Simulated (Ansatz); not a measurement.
**HF/def2-SVPD run of AlBNH4F (SMILES [NH2][AlH][BH]F)**

Aim: the vertical electron affinity of AlBNH4F at HF/def2-SVPD, from 2 runs. 

Program for the calculation: Ansatz 0.2.0.

92 further runs of the same task are left out: 92 set aside as unsound or not needed.

## Step 1: The system as given

The species is AlBNH4F (8 atoms), meant as a singlet with charge 0. SMILES: `[NH2][AlH][BH]F`. The shape is that of a PBE0-D4/def2-TZVP optimisation. This is one conformer, not always the lowest.

Bond lengths: N1–Al2 1.770 Å, Al2–B3 2.169 Å, B3–F4 1.330 Å, N1–H5 1.008 Å, N1–H6 1.008 Å, Al2–H7 1.590 Å, B3–H8 1.208 Å. Angles: N1–Al2–B3 116.8°, Al2–B3–F4 118.5°, N1–Al2–H7 116.9°, B3–Al2–H7 126.3°, Al2–N1–H5 125.6°, Al2–N1–H6 124.3°, Al2–B3–H8 127.4°, F4–B3–H8 114.1°, H5–N1–H6 110.2°.

## Step 2: A single-point energy at HF/def2-SVPD

File run.yaml:

```yaml
crystal:
  periodic: [false, false, false]
  atoms:
    - {symbol: "N", position_ang: [-1.034900, 1.238000, 0.178100]}
    - {symbol: Al, position_ang: [0.358400, 0.247200, 0.637000]}
    - {symbol: B, position_ang: [0.824000, -1.438600, -0.645900]}
    - {symbol: F, position_ang: [0.022100, -1.693000, -1.675500]}
    - {symbol: H, position_ang: [-1.365500, 2.050100, 0.674400]}
    - {symbol: H, position_ang: [-1.614500, 1.063500, -0.627700]}
    - {symbol: H, position_ang: [1.149400, 0.679500, 1.946200]}
    - {symbol: H, position_ang: [1.753200, -2.203800, -0.542400]}
basis:
  gaussian:
    orbitals: def2-SVPD
hamiltonian:
  xc: hf
accuracy: high
output:
  orbitals: {seedname: orbitals}
```

Run with:

```bash
$ ansatz run run.yaml --threads 1 --pin off --max-ram 3480MiB --events-out events.jsonl --progress --plain --runs-dir runs
```

Standard output:

```text
Warning: RAYON_NUM_THREADS=1 ignored (pool sized by the plan → 1); use --threads N
Functional definition: HF
  name "HF"
  exchange = exact_x
  correlation = 0
2418 factors; integrals over basis functions are off by at most 3.3e-9 eV
mean field evaluation 1: about -11497.7712 eV, gradient 4.0e1 eV
mean field evaluation 2: about -11497.8182 eV, gradient 4.0e1 eV
mean field evaluation 4: about -11501.4660 eV, gradient 2.9e0 eV
mean field evaluation 8: about -11501.5101 eV, gradient 1.7e-1 eV
mean field -11501.51019161 eV, -422.6727035380 hartree, gradient 3.0e-8 eV, S^2 0.000000; 0 other end points of the search recorded, 0 dependent functions left out
reference -11501.51019161 eV, -422.6727035380 hartree; 19, 19 occupied and 100, 100 virtual orbitals, 2418 factors
Total energy: -11501.51019161 eV, -422.6727035380 hartree
```

Wall time 5.4 s (1 thread of Arm Neoverse V1, shared host); peak memory 0.38 GiB.

## Step 3: The doublet anion

File in.yaml:

```yaml
crystal:
  periodic: [false, false, false]
  atoms:
    - {symbol: N, position_ang: [-1.034900, 1.238000, 0.178100]}
    - {symbol: Al, position_ang: [0.358400, 0.247200, 0.637000]}
    - {symbol: B, position_ang: [0.824000, -1.438600, -0.645900]}
    - {symbol: F, position_ang: [0.022100, -1.693000, -1.675500]}
    - {symbol: H, position_ang: [-1.365500, 2.050100, 0.674400]}
    - {symbol: H, position_ang: [-1.614500, 1.063500, -0.627700]}
    - {symbol: H, position_ang: [1.149400, 0.679500, 1.946200]}
    - {symbol: H, position_ang: [1.753200, -2.203800, -0.542400]}
basis:
  gaussian:
    orbitals: def2-SVPD
magnetization:
  spin_polarized: true
  initial_magnetization: 1
total_charge: -1
hamiltonian:
  xc: hf
accuracy: high
output:
  orbitals: {seedname: orbitals}
```

Run with:

```bash
$ ansatz run in.yaml --threads 1 --pin off --max-ram 3480MiB --events-out events.jsonl --progress --plain --runs-dir runs
```

Standard output:

```text
Warning: RAYON_NUM_THREADS=1 ignored (pool sized by the plan → 1); use --threads N
[... 4 set-up lines as earlier in the session ...]
2418 factors; integrals over basis functions are off by at most 3.3e-9 eV
mean field evaluation 1: about -11498.9991 eV, gradient 1.7e1 eV
mean field evaluation 2: about -11499.0555 eV, gradient 1.7e1 eV
mean field evaluation 4: about -11501.0148 eV, gradient 2.4e0 eV
mean field evaluation 8: about -11501.0747 eV, gradient 2.8e-1 eV
mean field evaluation 16: about -11501.0773 eV, gradient 2.0e-8 eV
mean field evaluation 32: about -11499.4945 eV, gradient 6.0e0 eV
mean field evaluation 64: about -11499.8755 eV, gradient 3.8e-1 eV
mean field -11501.07725972 eV, -422.6567935844 hartree, gradient 2.5e-8 eV, S^2 0.765288; 0 other end points of the search recorded, 0 dependent functions left out
reference -11501.07725972 eV, -422.6567935844 hartree; 20, 19 occupied and 99, 100 virtual orbitals, 2418 factors
Total energy: -11501.07725972 eV, -422.6567935844 hartree
```

It took 12 s on 1 thread of Arm Neoverse V1, shared host; peak memory 0.45 GiB.

## Step 4: Results

Level: HF/def2-SVPD.

```
                                         quantity          value
                    singlet AlBNH4F: total energy  -422.67270 Eh
                     singlet AlBNH4F: HOMO energy      -10.32 eV
                     singlet AlBNH4F: LUMO energy        0.96 eV
                   singlet AlBNH4F: HOMO–LUMO gap       11.28 eV
                      doublet anion: total energy  -422.65679 Eh
doublet anion: HOMO energy (highest over α and β)       -0.17 eV
 doublet anion: LUMO energy (lowest over α and β)        5.07 eV
                              doublet anion: ⟨S²⟩          0.765
vertical electron affinity (to the doublet anion)      -0.433 eV
```

**Reading.** The anion lies 0.43 eV (10.0 kcal/mol) above the neutral: the electron isn't bound at this level, and such a value depends on the basis. Hartree–Fock misses the correlation that binds many anions.
